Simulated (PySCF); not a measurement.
# C3H6BFSi: the cost of one run

Computed with PySCF 2.14.0, with density-fitted response routines of our own, on a single molecule in the gas phase. Atoms count from 0, in the outputs and in this text.

## 1. The molecule as given

12 atoms, charge 0, multiplicity 1; geometry from: GFN2-xTB. The atoms were then displaced at random by about 0.01 Å, so the start is not that level's minimum.

Bonds of the start (Å): F0–Si1 1.64, Si1–C2 1.87, C2–C3 1.34, C3–B4 1.58, B4–C5 1.57, C5–Si1 1.91, Si1–H6 1.45, C2–H7 1.11, C3–H8 1.06, B4–H9 1.16, C5–H10 1.10, C5–H11 1.08.

## 2. Geometry optimisation at PBE0-D3(BJ)/def2-SVP

What the job is given:

```
{"job": {"xc": "PBE0", "basis": "def2-SVP", "d3": "d3bj", "grid": 1, "shake": 0.01, "kind": "geom"}, "charge": 0, "multiplicity": 1}
F     -0.379850    -2.162250     1.588600
Si    -0.204200    -1.345440     0.183020
C      1.368210    -0.334090     0.173470
C      1.208160     0.958290    -0.147570
B     -0.292170     1.293370    -0.528210
C     -1.296460     0.212150     0.017500
H     -0.330120    -2.373920    -0.829920
H      2.391670    -0.701960     0.410890
H      2.004530     1.657090    -0.160980
H     -0.601460     2.201400    -1.183400
H     -1.635520     0.477800     1.031210
H     -2.193100     0.089290    -0.563640
```

Command:

```console
> OMP_NUM_THREADS=1 python probes_run.py task.json out
```

The driver reads the jobs from task.json and runs them one after another.

**Question.** How long does this first job take on 1 thread of Arm Neoverse V1, shared host, and how much memory does it need?

About 59 s, with a peak of 0.51 GiB.
